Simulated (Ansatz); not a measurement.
# PC: what a guessed cell relaxes into, part 2 of 2

The task: take a trial cell of PC to zero force and stress.

Ansatz 0.2.0; DFT PBE, scalar-relativistic, plane waves, PAW. Earlier steps stand in the parts before.

### 5 Spin check on a coarse mesh

The input, input.yaml:

```yaml
crystal:
  lattice:
    - [0.0, 2.0800147079, 2.0800147079]
    - [2.0800147079, 0.0, 2.0800147079]
    - [2.0800147079, 2.0800147079, 0.0]
  atoms:
    - { symbol: P, position: [0.0, 0.0, 0.0] }
    - { symbol: C, position: [0.5, 0.5, 0.5], spin: 1.0 }
basis:
  ecutwfc: 420
kpoints:
  mp_grid: { grid: [8, 8, 8] }
hamiltonian:
  xc: pbe
scf:
  occupations: { method: gaussian, width: 0.1 }
  lower_state_search: "off"
output:
  forces: true
  stress: true
  eigenvalues: true
  populations: true
magnetization:
  spin_polarized: true
```

Run with:

```sh
$ ansatz run input.yaml --threads 1 --pin off --max-ram 2560MiB --backend cpu --events-out ev --progress --plain --runs-dir out
```

The program printed, shortened:

```text
[...]
SCF converged after 14 iterations
Magnetization: -0.0000 μB (4.5000 up, 4.5000 down)
Absolute magnetization: 0.0000 μB (∫|ρ↑−ρ↓|, with the PAW one-centre terms)
Spin contamination: 0.0000 ħ² per cell (⟨S²⟩ above its minimum at these occupations)
Per-site moments (μB) at R_I (Å): [(-1.374990051065722e-7, 0.8580060670087502), (-5.550811232921017e-7, 0.8580060670087502)]
Free energy (F): -1004.159060 eV
[...]
E sigma→0 (E₀):  -1004.156184 eV
Entropy (-TS):   -0.005751 eV (-2.876 meV/atom)
Fermi energy:    13.927253 eV
[...]
--- Forces (eV/Å), atoms counted from 1 ---
  atom   1  P     -0.00000000     0.00000000    -0.00000000
  atom   2  C      0.00000000    -0.00000000     0.00000000
[...]
--- Stress (GPa, compression-positive) ---
        1.077620       0.000000      -0.000000
        0.000000       1.077620      -0.000000
       -0.000000       0.000000       1.077620
  P = ⅓ Tr σ = 1.0776 GPa (10.776 kbar)
--- Band table (eV; the first three rows and the last of 58) ---
  k-point 0 ↑: bands = ["-5.4946", "12.2652", "12.2652", "12.2652", "16.4847", "21.7384", "21.7384", "21.7384", "21.8042"]
[...]
--- Löwdin populations: 2 sites ---
  site symbol       q [e]    m [muB]
     0      P      4.0511    -0.0000
     1      C      4.8145    -0.0000
  spilling = 0.014928 (of n_electrons = 9.000000)
```

Wall time 1.5 s (1 thread of Arm Neoverse V2, shared host); peak memory 0.24 GiB.

By site:

```
atom  Löwdin electrons
  P1              4.05
  C2              4.81
```

The same cell is solved with trial moments on C. The largest site moment that stays is 0.00 μB and the cell's total 0.00 μB. The workflow keeps spin only above 0.25 μB on a site, so the next run goes without spin.

### 6 Final relaxation

The end of the coarse run is made exact in the group found at a tolerance of 0.06 Å and reduced to its primitive cell.

The input, input.yaml:

```yaml
crystal:
  lattice:
    - [0.0, 2.0800147079, 2.0800147079]
    - [2.0800147079, 0.0, 2.0800147079]
    - [2.0800147079, 2.0800147079, 0.0]
  atoms:
    - { symbol: P, position: [0.0, 0.0, 0.0] }
    - { symbol: C, position: [0.5, 0.5, 0.5] }
basis:
  ecutwfc: 420
kpoints:
  mp_grid: { grid: [22, 22, 22] }
hamiltonian:
  xc: pbe
scf:
  occupations: { method: gaussian, width: 0.1 }
output:
  forces: true
  stress: true
  eigenvalues: true
relax:
  adjacent_minimum: "off"
  f_tol: 0.01
  max_steps: 80
  cell: { stress_tol: 0.05 }
```

Run with:

```sh
$ ansatz run input.yaml --threads 1 --pin off --max-ram 2560MiB --backend cpu --events-out ev --progress --plain --runs-dir out
```

The program printed, shortened:

```text
Warning: RAYON_NUM_THREADS=1 ignored (pool sized by the plan → 1); use --threads N
[...]
[... 4 set-up lines as earlier in the session ...]
[...]
Crystal: 2 atoms, lattice volume = 17.998 Å³
Basis set: ecut = 420 eV, 339 PW (Γ), exchange–correlation on 40×40×40 points (8 copies of the dense FFT grid, shifted against one another)
Bands: 9, of which v1, the nominal top of the filled ones, is band 5 counted from 1 (4 counted from 0)
Symmetry: 48 space group operations
Space group: Fm-3m (ITA 225), of the structure as read, at distance tolerance 2.6e-5 Å
k-points: 328 of 10648
[...]
SCF iter   1: F=—  HF=-1004.188596 eV  |F-HF|=—  |Δ(HF+E_count)|=         —  Δρ=3.46e-3  dr2=1.26e-3  ethr=1.77e-3  ⟨swp⟩=5.5  Hψ=22633  notcnv=0
[...]
--- Stress (GPa, compression-positive) ---
        0.010069       0.000000      -0.000000
        0.000000       0.010069      -0.000000
        0.000000      -0.000000       0.010069
  P = ⅓ Tr σ = 0.0101 GPa (0.101 kbar)
--- Band table (eV; the first three rows and the last of 328) ---
  k-point 0: bands = ["-5.5106", "12.2216", "12.2216", "12.2216", "16.3907", "21.6574", "21.6574", "21.6574", "21.7518"]
[...]
--- Relaxed structure (3 steps of the walk, 3 accepted, 1 SCFs on fresh bases) ---
  F+E_penalty+E_count = -1004.18876262 eV   max|allowed force component| = 5.982e-30 eV/Å   (the final SCF, on the basis selected at the relaxed cell)
  cell:  # Å, volume = 18.0515 Å³
    - [3.4475864384684665e-34, 2.0820641833311693, 2.0820641833311693]
    - [2.0820641833311693, 1.0349974441819168e-33, 2.0820641833311693]
    - [2.0820641833311693, 2.0820641833311693, 1.2205257120007762e-33]
  atoms:
    - { symbol: P, position: [5.576023517557045e-37, -4.973210164308271e-37, -5.576023517557593e-37] }
    - { symbol: C, position: [0.49999999999999994, 0.49999999999999994, 0.49999999999999994] }
```

Wall time 15 s (1 thread of Arm Neoverse V2, shared host); peak memory 0.34 GiB.

Relaxation path:

| step | energy from step 1 (eV/cell) | largest force component (eV/Å) | pressure (GPa) | volume (Å³) |
| --- | --- | --- | --- | --- |
| 1 | 0.0000 | 0.0000 | 0.66 | 18.00 |
| 2 | 0.0000 | 0.0000 | 0.32 | 18.03 |
| 3 | 0.0000 | 0.0000 | 0.00 | 18.05 |
| 4 | -0.0001 | 0.0000 | 0.01 | 18.05 |

Step 1 is the start. Step 4 repeats the geometry before it on a plane-wave basis chosen anew for that cell, so its energy need not be comparable with the rows above.

Lengths and angles in the start's conventional setting:

|  | before | after | change |
| --- | --- | --- | --- |
| a (Å) | 4.160 | 4.164 | +0.1 % |
| b (Å) | 4.160 | 4.164 | +0.1 % |
| c (Å) | 4.160 | 4.164 | +0.1 % |
| volume (Å³/atom) | 9.00 | 9.03 | +0.3 % |
| shortest distance (Å) | 2.080 | 2.082 | +0.1 % |
| space group (0.01 Å) | Fm-3m | Fm-3m | same |

The run keeps the 48 symmetry operations of the start, so it could not have lowered the symmetry.

### 7 What came out

This closing draws on all 2 parts. Changes of volume or cell count from the first structure of part 1.

| quantity | value |
| --- | --- |
| symmetry at the end (tolerance 0.05 Å) | space group Fm-3m (No. 225) |
| conventional cell | a = 4.164 Å, b = 4.164 Å, c = 4.164 Å, α = 90.00°, β = 90.00°, γ = 90.00° |
| volume | 9.03 Å³/atom |
| energy over the elements, black P | +1.22 eV/atom |
| gap on the mesh | none (metal) |

In words: The symmetry goes from space group I4/mmm (No. 139) to space group Fm-3m (No. 225), and the volume per atom shrinks by 47.6 % from the first guess. With a positive formation energy it can't be a ground state. No finished test with a distortion of lower symmetry is shown, so the end may be a saddle point. Other magnetic orders were not searched.
